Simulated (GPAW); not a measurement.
# ZnMo3 (Pm-3m) in GPAW: notebook, part 2 of 2

GPAW 26.7.0. Earlier steps stand in the parts before.

## (4) Single point, LDA

run.py

```python
from ase.dft.bandgap import bandgap
from ase.io import read, write
from ase.units import GPa
from gpaw import GPAW, PW

atoms = read('ZnMo3.xyz')

calc = GPAW(mode=PW(600),
            xc='LDA',
            kpts={'size': (7, 7, 7), 'gamma': True},
            occupations={'name': 'methfessel-paxton', 'order': 0, 'width': 0.02},
            nbands=47,
            convergence={'density': 1e-05, 'energy': 1e-05},
            maxiter=150,
            txt='gpaw.txt')
atoms.calc = calc
energy = atoms.get_potential_energy()
forces = atoms.get_forces()
stress = atoms.get_stress()
calc.write('gs.gpw')
write('result.traj', atoms)
print(f'Energy: {energy:.6f} eV')
print('Forces (eV/A):')
print(forces.round(4))
print('Stress (GPa):', (stress / GPa).round(3))
print('Fermi level:', round(calc.get_fermi_level(), 4), 'eV')
print(f'Gap: {bandgap(calc)[0]:.4f} eV, direct: {bandgap(calc, direct=True)[0]:.4f} eV')
```

ZnMo3.xyz

```xyz
4
Lattice="3.9431540000 0.0000000000 0.0000000000 0.0000000000 3.9431540000 0.0000000000 0.0000000000 0.0000000000 3.9431540000" Properties=species:S:1:pos:R:3 pbc="T T T"
Mo     1.9715770000      1.9715770000      0.0000000000
Mo     1.9715770000      0.0000000000      1.9715770000
Mo     0.0000000000      1.9715770000      1.9715770000
Zn     0.0000000000      0.0000000000      0.0000000000
```

Potentials or basis: the program's PAW data sets (release 1.2.1) made for this functional, pw.

Run with:

```bash
OMP_NUM_THREADS=1 python run.py
```

gpaw.txt:

```text
__  _  _
 | _ |_)|_||  |
 |__||  | ||/\| - 26.7.0

Input parameters:
  mode=PW(ecut=600.0),
  convergence={'density': 1e-05, 'energy': 1e-05},
  kpts=MonkhorstPack(size=(7, 7, 7), gamma=True),
  maxiter=150,
  nbands=47,
  occupations=Occupations(name='methfessel-paxton', order=0, width=0.02),
  xc=XC(name='LDA')

Diagonalizing LCAO Hamiltonian
Converting LCAO to pw mode
   .---------.
  /|         |
 * |         |
 |Mo         |
 | |  Mo     |
 | .---------.
 |/    Mo   /
 Zn--------*

Atoms  # Å, Bohr magnetons
|   | symbol |        x |        y |        z |    initial magnetic moments |
|---|--------|----------|----------|----------|-----------------------------|
| 0 |     Mo | 1.971577 | 1.971577 | 0.000000 | ( 0.0000,  0.0000,  0.0000) |
| 1 |     Mo | 1.971577 | 0.000000 | 1.971577 | ( 0.0000,  0.0000,  0.0000) |
| 2 |     Mo | 0.000000 | 1.971577 | 1.971577 | ( 0.0000,  0.0000,  0.0000) |
| 3 |     Zn | 0.000000 | 0.000000 | 0.000000 | ( 0.0000,  0.0000,  0.0000) |

Unit cell  # Å
| periodic |        x |        y |        z |  lengths |    angles |
|----------|----------|----------|----------|----------|-----------|
|      yes | 3.943154 | 0.000000 | 0.000000 | 3.943154 | 90.000000 |
|      yes | 0.000000 | 3.943154 | 0.000000 | 3.943154 | 90.000000 |
|      yes | 0.000000 | 0.000000 | 3.943154 | 3.943154 | 90.000000 |

Number of symmetries: 48
Symmetry operations  # r_c * U_cc + t_c -> r_c
|    | kind |            matrix            |
|----|------|------------------------------|
|  0 |  E   |  1, 0, 0,  0, 1, 0,  0, 0, 1 |
|  1 |  σ   |  1, 0, 0,  0, 1, 0,  0, 0,-1 |
|  2 |  σ   |  1, 0, 0,  0, 0, 1,  0, 1, 0 |
|  3 |  C4  |  1, 0, 0,  0, 0, 1,  0,-1, 0 |
|  4 |  C4  |  1, 0, 0,  0, 0,-1,  0, 1, 0 |
|  5 |  σ   |  1, 0, 0,  0, 0,-1,  0,-1, 0 |
|  6 |  σ   |  1, 0, 0,  0,-1, 0,  0, 0, 1 |
|  7 |  C2  |  1, 0, 0,  0,-1, 0,  0, 0,-1 |
|  8 |  σ   |  0, 1, 0,  1, 0, 0,  0, 0, 1 |
|  9 |  C2  |  0, 1, 0,  1, 0, 0,  0, 0,-1 |
| 10 |  C3  |  0, 1, 0,  0, 0, 1,  1, 0, 0 |
| 11 |  S6  |  0, 1, 0,  0, 0, 1, -1, 0, 0 |
| 12 |  S6  |  0, 1, 0,  0, 0,-1,  1, 0, 0 |
| 13 |  C3  |  0, 1, 0,  0, 0,-1, -1, 0, 0 |
| 14 |  C4  |  0, 1, 0, -1, 0, 0,  0, 0, 1 |
| 15 |  S4  |  0, 1, 0, -1, 0, 0,  0, 0,-1 |
| 16 |  C3  |  0, 0, 1,  1, 0, 0,  0, 1, 0 |
| 17 |  S6  |  0, 0, 1,  1, 0, 0,  0,-1, 0 |
| 18 |  σ   |  0, 0, 1,  0, 1, 0,  1, 0, 0 |
| 19 |  C4  |  0, 0, 1,  0, 1, 0, -1, 0, 0 |
| 20 |  C2  |  0, 0, 1,  0,-1, 0,  1, 0, 0 |
| 21 |  S4  |  0, 0, 1,  0,-1, 0, -1, 0, 0 |
| 22 |  S6  |  0, 0, 1, -1, 0, 0,  0, 1, 0 |
| 23 |  C3  |  0, 0, 1, -1, 0, 0,  0,-1, 0 |
| 24 |  S6  |  0, 0,-1,  1, 0, 0,  0, 1, 0 |
| 25 |  C3  |  0, 0,-1,  1, 0, 0,  0,-1, 0 |
| 26 |  C4  |  0, 0,-1,  0, 1, 0,  1, 0, 0 |
| 27 |  σ   |  0, 0,-1,  0, 1, 0, -1, 0, 0 |
| 28 |  S4  |  0, 0,-1,  0,-1, 0,  1, 0, 0 |
| 29 |  C2  |  0, 0,-1,  0,-1, 0, -1, 0, 0 |
| 30 |  C3  |  0, 0,-1, -1, 0, 0,  0, 1, 0 |
| 31 |  S6  |  0, 0,-1, -1, 0, 0,  0,-1, 0 |
| 32 |  C4  |  0,-1, 0,  1, 0, 0,  0, 0, 1 |
| 33 |  S4  |  0,-1, 0,  1, 0, 0,  0, 0,-1 |
| 34 |  S6  |  0,-1, 0,  0, 0, 1,  1, 0, 0 |
| 35 |  C3  |  0,-1, 0,  0, 0, 1, -1, 0, 0 |
| 36 |  C3  |  0,-1, 0,  0, 0,-1,  1, 0, 0 |
| 37 |  S6  |  0,-1, 0,  0, 0,-1, -1, 0, 0 |
| 38 |  σ   |  0,-1, 0, -1, 0, 0,  0, 0, 1 |
| 39 |  C2  |  0,-1, 0, -1, 0, 0,  0, 0,-1 |
| 40 |  σ   | -1, 0, 0,  0, 1, 0,  0, 0, 1 |
| 41 |  C2  | -1, 0, 0,  0, 1, 0,  0, 0,-1 |
| 42 |  C2  | -1, 0, 0,  0, 0, 1,  0, 1, 0 |
| 43 |  S4  | -1, 0, 0,  0, 0, 1,  0,-1, 0 |
| 44 |  S4  | -1, 0, 0,  0, 0,-1,  0, 1, 0 |
| 45 |  C2  | -1, 0, 0,  0, 0,-1,  0,-1, 0 |
| 46 |  C2  | -1, 0, 0,  0,-1, 0,  0, 0, 1 |
| 47 |  i   | -1, 0, 0,  0,-1, 0,  0, 0,-1 |

BZ-sampling:
  Number of BZ points: 343
  Number of IBZ points: 20

  Monkhorst-Pack size: [7, 7, 7]
  Monkhorst-Pack shift: [0, 0, 0]

K-points  # in reciprocal-cell coordinates
|     |                                coordinates |     weight |
|-----|--------------------------------------------|------------|
|   0 | (  0.00000000,   0.00000000,   0.00000000) | 0.00291545 |
|   1 | (  0.14285714,   0.00000000,   0.00000000) | 0.01749271 |
|   2 | (  0.14285714,   0.14285714,   0.00000000) | 0.03498542 |
|   3 | (  0.14285714,   0.14285714,   0.14285714) | 0.02332362 |
|   4 | (  0.28571429,   0.00000000,   0.00000000) | 0.01749271 |
|   5 | (  0.28571429,   0.14285714,   0.00000000) | 0.06997085 |
|   6 | (  0.28571429,   0.14285714,   0.14285714) | 0.06997085 |
|   7 | (  0.28571429,   0.28571429,   0.00000000) | 0.03498542 |
|   8 | (  0.28571429,   0.28571429,   0.14285714) | 0.06997085 |
|   9 | (  0.28571429,   0.28571429,   0.28571429) | 0.02332362 |
| ... |                                            |            |
|  19 | (  0.42857143,   0.42857143,   0.42857143) | 0.02332362 |

Plane wave coefficients: 2103
Cutoff: 600.0 eV

Spin-components: 1 (collinear spins)
Bands:           47
Projectors:      24
Spin-degeneracy: 2
Datatype:        complex128

Parallelization:
  kpt:    1
  domain: 1
  band:   1

Density:
  Valence electrons: 54.0
  Components: 1
  Grid points: [24 24 24]
  Charge: 0.0  # |e|

Potential:
  Grid points: [24 24 24]

species:
  Mo:
    name:    Molybdenum
    Z:       42.0
    valence: 14
    core:    28
    charge:  0.0  # [|e|]
    compensation charges:
      type: gauss
      rc: 0.38  # [Å]
      lmax: 2
    cutoffs:
      filter: 2.16  # [Å]
      core: 1.42  # [Å]
    projectors
    | kind |    occ | energy [eV] | rcut [Å] |
    |------|--------|-------------|----------|
    |   4s |  2.000 |     -64.384 |    1.238 |
    |   5s |  1.000 |      -4.319 |    1.238 |
    |   4p |  6.000 |     -38.595 |    1.296 |
    |   5p |  0.000 |      -1.161 |    1.296 |
    |   4d |  5.000 |      -3.933 |    1.296 |
    |    d |        |      23.278 |    1.296 |

    Using partial waves for Mo as LCAO basis

  Zn:
    name:    Zinc
    Z:       30.0
    valence: 12
    core:    18
    charge:  0.0  # [|e|]
    compensation charges:
      type: gauss
      rc: 0.37  # [Å]
      lmax: 2
    cutoffs:
      filter: 2.14  # [Å]
      core: 2.28  # [Å]
    projectors
    | kind |    occ | energy [eV] | rcut [Å] |
    |------|--------|-------------|----------|
    |   4s |  2.000 |      -6.218 |    1.286 |
    |   4p |  0.000 |      -1.230 |    1.270 |
    |   3d | 10.000 |     -10.426 |    1.180 |
    |    s |        |      20.994 |    1.286 |
    |    p |        |      25.981 |    1.270 |
    |    d |        |      16.786 |    1.180 |

    Using partial waves for Zn as LCAO basis

Reference energy: -378847.340817  # eV

eigensolver:
  PPCG
  Converge bands: occupied
  niter=2

density mixing:
  MSR1-Mixer
  Pratt-step length: 0.05
  Maximum mixing coefficient: 0.75
  Old densities: 10
  SVD Regularization: 0.005
  Good broyden scale: 1.0
  Trust region scale: 1.0
  Backstep threshold: 4.0
  History deletion threshold: 6.0
  Fourier metric: weight=20.0, sigma=0.015

occupation numbers:
  Methfessel-Paxton:
    width: 0.0200  # eV
    order: 0

poisson solver:
  ecut: 4800.0  # eV

xc functional:
  name: None

convergence criteria:
- Maximum integral of absolute [dens]ity change: 1e-05 electrons / valence electron
- Maximum [total energy] change in last 3 cyles: 1e-05 eV / valence electron
- Maximum integral of absolute [eigenst]ate change: 4e-08 eV^2 / valence electron
maximum number of iterations: 150

SCF iterations
|iter     | |      energy | eigst |  dens |
|---------|-|-------------|-------|-------|
|iter:   1| |  -41.566449 | +0.53 |       |
|iter:   2| |  -41.082574 | -1.46 | -1.06 |
|iter:   3| |  -38.913309 | -0.84 | -1.09 |
|iter:   4| |  -38.762761 | -2.27 | -1.70 |
|iter:   5| |  -38.757373 | -3.26 | -2.10 |
|iter:   6| |  -38.756724 | -3.91 | -2.61 |
|iter:   7| |  -38.756572 | -4.84 | -3.00 |
|iter:   8| |  -38.756593c| -5.79 | -3.50 |
|iter:   9| |  -38.756595c| -7.40c| -4.37 |
|iter:  10| |  -38.756596c| -8.02c| -4.76 |
|iter:  11| |  -38.756596c| -8.86c| -5.98c|

Converged in 11 steps
Energy contributions relative to reference atoms: (reference = -378847.340817)

Energy contributions:
  Kinetic:         -52.725904
  Coulomb:          37.567411
  Zero:             -0.718386
  External:          0.000000
  Xc:              -22.879203
  Entropy:          -0.001029
  Spinorbit:         0.000000
  ----------------------------
  Free energy:     -38.757110
  Extrapolated:    -38.756596

dipole moment: (-22.495192, -22.495192, -22.495192)  # |e|*Ang

Fermi level: 11.485
Eigenvalues  # (at kpt = [0.000, 0.000, 0.000])
| band index |      eig [eV] | occ [0-2] |
|------------|---------------|-----------|
|          0 |       -49.416 |     2.000 |
|        ... |               |           |
|         16 |         4.091 |     2.000 |
|         17 |         4.091 |     2.000 |
|         18 |         5.871 |     2.000 |
|         19 |         8.139 |     2.000 |
|         20 |         8.139 |     2.000 |
|         21 |         8.139 |     2.000 |
|         22 |         8.494 |     2.000 |
|         23 |         8.494 |     2.000 |
|         24 |        12.405 |     0.000 |
|         25 |        12.405 |     0.000 |
|         26 |        12.405 |     0.000 |
|         27 |        13.573 |     0.000 |
|         28 |        13.573 |     0.000 |
|         29 |        13.573 |     0.000 |
|         30 |        14.077 |     0.000 |
|         31 |        14.077 |     0.000 |
|        ... |               |           |
|         46 |        30.981 |     0.000 |

No gap
No difference between direct/indirect transitions

Forces  # eV/Ang
|        x |        y |        z |
|----------|----------|----------|
|  0.00000 |  0.00000 | -0.00000 |  # Mo   0
|  0.00000 | -0.00000 |  0.00000 |  # Mo   1
| -0.00000 |  0.00000 |  0.00000 |  # Mo   2
|  0.00000 | -0.00000 |  0.00000 |  # Zn   3

Stress tensor  # eV/Ang^3
|         x |         y |        z |
|-----------|-----------|----------|
|  0.087741 | -0.000000 | 0.000000 |
| -0.000000 |  0.087741 | 0.000000 |
|  0.000000 |  0.000000 | 0.087741 |

# Writing to gs.gpw (mode='')
```

Run time: 34 s. Hardware: 1 thread of Arm Neoverse V2, shared host; peak memory 0.2 GiB.

What came out:

```yaml
Free_energy: -38.7571 eV
Pressure: -14.1 GPa
Band_gap_on_the_k_mesh: none (metal or under the smearing width)
```

Levels at points of the mesh, in eV from the Fermi level:
| k point | band 24 | band 25 | band 26 | band 27 | band 28 | band 29 | band 30 | band 31 |
| --- | --- | --- | --- | --- | --- | --- | --- | --- |
| (0.00, 0.00, 0.00) | -2.99 | 0.92 | 0.92 | 0.92 | 2.09 | 2.09 | 2.09 | 2.59 |

## (5) Relaxation of cell and atoms, PBEsol+D3(BJ) (volume scaled by 0.88)

run.py

```python
from ase.calculators.mixing import SumCalculator
from ase.filters import FrechetCellFilter
from ase.io import read, write
from ase.optimize import FIRE
from dftd3.ase import DFTD3
from gpaw import GPAW, PW, setup_paths

setup_paths.insert(0, '.')

atoms = read('POSCAR')

calc = GPAW(mode=PW(600),
            xc='PBEsol',
            kpts={'size': (7, 7, 7), 'gamma': True},
            occupations={'name': 'methfessel-paxton', 'width': 0.2, 'order': 1},
            nbands=47,
            convergence={'density': 1e-05, 'forces': 0.0001},
            maxiter=150,
            txt='gpaw.txt')
atoms.calc = SumCalculator([calc, DFTD3(method='pbesol', damping='d3bj')])
opt = FIRE(FrechetCellFilter(atoms), trajectory='relax.traj', logfile='-')
done = opt.run(fmax=0.05, steps=40)
calc.write('gs.gpw')
write('result.traj', atoms)
print('Converged:', done)
print('Cell:', atoms.cell.cellpar().round(4))
print('Volume:', round(atoms.get_volume(), 4))
print(atoms.get_scaled_positions().round(5))
```

POSCAR

```
ZnMo3
1.0
    3.7786612750      0.0000000000      0.0000000000
    0.0000000000      3.7786612750      0.0000000000
    0.0000000000      0.0000000000      3.7786612750
Mo Zn
3 1
Direct
    0.5000000000      0.5000000000      0.0000000000
    0.5000000000      0.0000000000      0.5000000000
    0.0000000000      0.5000000000      0.5000000000
    0.0000000000      0.0000000000      0.0000000000
```

Potentials or basis: PAW data sets generated in the run's folder for this functional, pw.

Run with:

```bash
gpaw-setup -f PBEsol Mo Zn
OMP_NUM_THREADS=1 python run.py
```

Wall time 5.2 min (1 thread of Arm Neoverse V2, shared host); peak memory 0.37 GiB.

Results (log left out):

- Free energy: -39.8953 eV
- Relaxed volume: 14.27 Å³/atom
- Relaxed cell: a = 3.851 Å, b = 3.851 Å, c = 3.851 Å, α = 90.00°, β = 90.00°, γ = 90.00°
- Space group after relaxing (to 0.05 Å): Pm-3m (No. 221)
- Energy gained by relaxing: 35.9 meV/atom
- Ionic steps: 12
- Pressure after relaxing: -0.2 GPa
- Band gap on the k mesh: none (metal or under the smearing width)
- Dispersion energy per atom: -0.662 eV

The path:
| step | energy change (eV) | largest force (eV/Å) | pressure (GPa) | volume (Å³) |
| --- | --- | --- | --- | --- |
| 1 | 0.0000 | 0.0000 | 15.60 | 53.95 |
| 2 | -0.0470 | 0.0000 | 12.58 | 54.49 |
| 3 | -0.1081 | 0.0000 | 7.38 | 55.47 |
| 4 | -0.1425 | 0.0000 | 1.31 | 56.74 |
| 5 | -0.1294 | 0.0000 | -4.41 | 58.09 |
| 6 | -0.1306 | 0.0000 | -4.23 | 58.05 |
| 7 | -0.1327 | 0.0000 | -3.89 | 57.96 |
| 8 | -0.1354 | 0.0000 | -3.39 | 57.84 |
| 9 | -0.1384 | 0.0000 | -2.75 | 57.68 |
| 10 | -0.1411 | 0.0000 | -1.99 | 57.50 |
| 11 | -0.1430 | 0.0000 | -1.14 | 57.30 |
| 12 | -0.1438 | 0.0000 | -0.23 | 57.09 |

Final structure:
```
Mo Zn
1.0
     3.85052    0.00000    0.00000
     0.00000    3.85052    0.00000
     0.00000    0.00000    3.85052
Mo Zn
3 1
Direct
  0.50000 0.50000 0.00000
  0.50000 0.00000 0.50000
  0.00000 0.50000 0.50000
  0.00000 0.00000 0.00000
```

Levels at points of the mesh, in eV from the Fermi level:
| k point | band 24 | band 25 | band 26 | band 27 | band 28 | band 29 | band 30 | band 31 |
| --- | --- | --- | --- | --- | --- | --- | --- | --- |
| (0.00, 0.00, 0.00) | -3.24 | 1.00 | 1.00 | 1.00 | 2.20 | 2.20 | 2.20 | 2.85 |

Caveat: later steps reuse the first step's grids; this smearing can pin the Fermi level at a band edge; pairwise dispersion overbinds metals, which lowers pressure and volume.

## (6) For comparison

An earlier run on the cell as given: functional PBE; potentials or basis GPAW PAW data sets (gpaw-data 1.2.1); cutoff 600 eV; basis pw; k mesh 7 × 7 × 7; occupations fermi-dirac, width 0.05 eV; no spin polarisation.

- Pressure: -1.6 GPa
- Band gap on the k mesh: none (metal or under the smearing width)

## (7) Summary

| task | level | potentials or basis | cell | smearing | smearing order | optimizer | fmax | max steps | convergence | gap on the mesh (eV) | pressure (GPa) |
| --- | --- | --- | --- | --- | --- | --- | --- | --- | --- | --- | --- |
| single point | PBE | GPAW PAW data sets (gpaw-data 1.2.1), pw | as given | fermi-dirac 0.05 eV | - | - | - | - | - | none | -1.6 |
| single point | RPBE | the program's PAW data sets (release 1.2.1) made for this functional, pw | as given | gaussian 0.05 eV | - | - | - | - | - | none | 2.4 |
| single point | LDA | the program's PAW data sets (release 1.2.1) made for this functional, pw | as given | gaussian 0.02 eV | - | - | - | - | - | none | -14.1 |
| relaxation of cell and atoms | PBEsol+D3(BJ) | PAW data sets generated in the run's folder for this functional, pw | relaxed from: volume scaled by 0.88 | methfessel-paxton 0.2 eV | 1 | FIRE | 0.05 eV/Å | 40 | density=1e-05 forces=0.0001 | none | -0.2 |

Alike in all rows: no spin polarisation; k mesh 7 × 7 × 7; cutoff (eV) 600.

Caveats: later steps reuse the first step's grids (some runs); this smearing can pin the Fermi level at a band edge (some runs); pairwise dispersion overbinds metals, which lowers pressure and volume (some runs).

Absolute energies hang on the potentials; compare differences alone.
